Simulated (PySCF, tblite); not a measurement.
**C3H9NO3Si: geometry, infrared bands and NMR shifts**

Wanted: the infrared bands and NMR shifts of C3H9NO3Si (`CO[SiH](NC=O)OC`), by calculation.

Computed with tblite 0.8.0 and PySCF 2.14.0, with density-fitted response routines of our own, on a single molecule in the gas phase. Atoms are numbered from 0 throughout.

**1. The starting structure**

17 atoms, charge 0, multiplicity 1; geometry from: force field or distance geometry start.

Bonds of the start (Å): C0–O1 1.42, O1–Si2 1.68, Si2–N3 1.73, N3–C4 1.36, C4–O5 1.21, Si2–O6 1.64, O6–C7 1.43, C0–H8 1.10, C0–H9 1.10, C0–H10 1.09, Si2–H11 1.48, N3–H12 0.99, C4–H13 1.11, C7–H14 1.09, C7–H15 1.08, C7–H16 1.10.

**2. Optimising the geometry with GFN2-xTB**

The job: settings as JSON, then the geometry in Å.

```
{"job": {"kind": "relax", "xc": "GFN2-xTB", "basis": "xTB"}, "charge": 0, "multiplicity": 1}
C     -2.662400    -1.005000     0.409100
O     -1.884000    -0.093200    -0.352300
Si    -0.334200     0.225100     0.198200
N      0.322600     1.286900    -1.002400
C      1.372400     2.102800    -0.730700
O      1.998100     2.208700     0.302200
O      0.549200    -1.162300     0.216200
C      1.817000    -1.144600     0.872000
H     -3.645300    -1.081900    -0.072000
H     -2.833100    -0.641400     1.437000
H     -2.229400    -2.005600     0.424700
H     -0.415800     0.850500     1.532300
H     -0.147000     1.262700    -1.876900
H      1.633700     2.711100    -1.626100
H      2.186300    -2.167400     0.896300
H      2.530500    -0.542600     0.322400
H      1.734400    -0.791700     1.905500
```

Command:

```sh
$ OMP_NUM_THREADS=1 python probes_run.py task.json out
```

One launch serves the whole session: the jobs run in the order shown.

**Question.** This job is followed by: GFN2-xTB harmonic vibrations, gas phase; GIAO PBE0/pcSseg-1 NMR shielding, non-relativistic, gas phase. Predict these results of the whole session: strongest single infrared mode (GFN2-xTB); zero-point energy (GFN2-xTB); ¹³C shifts against TMS (PBE0/pcSseg-1, means over atoms taken as alike); ¹H shifts against TMS (PBE0/pcSseg-1, means over atoms taken as alike); ¹⁷O shifts against H2O (PBE0/pcSseg-1, means over atoms taken as alike); ²⁹Si shifts against TMS (PBE0/pcSseg-1); ¹⁵N shifts against NH3 (PBE0/pcSseg-1).

The runs gave:

```
                                                               quantity                       value
                              strongest single infrared mode (GFN2-xTB)       1749 cm⁻¹, 532 km/mol
                                           zero-point energy (GFN2-xTB)               79.8 kcal/mol
¹³C shifts against TMS (PBE0/pcSseg-1, means over atoms taken as alike)             168.9, 53.2 ppm
 ¹H shifts against TMS (PBE0/pcSseg-1, means over atoms taken as alike)  8.28, 5.11, 4.86, 4.08 ppm
¹⁷O shifts against H2O (PBE0/pcSseg-1, means over atoms taken as alike)             425.8, 27.9 ppm
                                ²⁹Si shifts against TMS (PBE0/pcSseg-1)                   -52.1 ppm
                                 ¹⁵N shifts against NH3 (PBE0/pcSseg-1)                   149.8 ppm
```

Over 122 steps the energy fell by 0.367 eV; of the close pairs, O1–Si2 changed most, 1.675 to 1.614 Å. No mode is imaginary among the 45: a minimum at this level. The strongest single mode, at 1749 cm⁻¹, moves mainly C4 and O5. Unscaled tight-binding wavenumbers are off by several per cent, some by more. Its intensities can rank the bands wrongly. C4 (amide carbonyl carbon) lies farthest downfield among carbon, at 168.9 ppm; it is a carbonyl in resonance with an O or N lone pair, the region of acids, esters and amides. At PBE0/pcSseg-1: The widest tensor belongs to O5: span 654 ppm, with a paramagnetic part of -493 ppm.
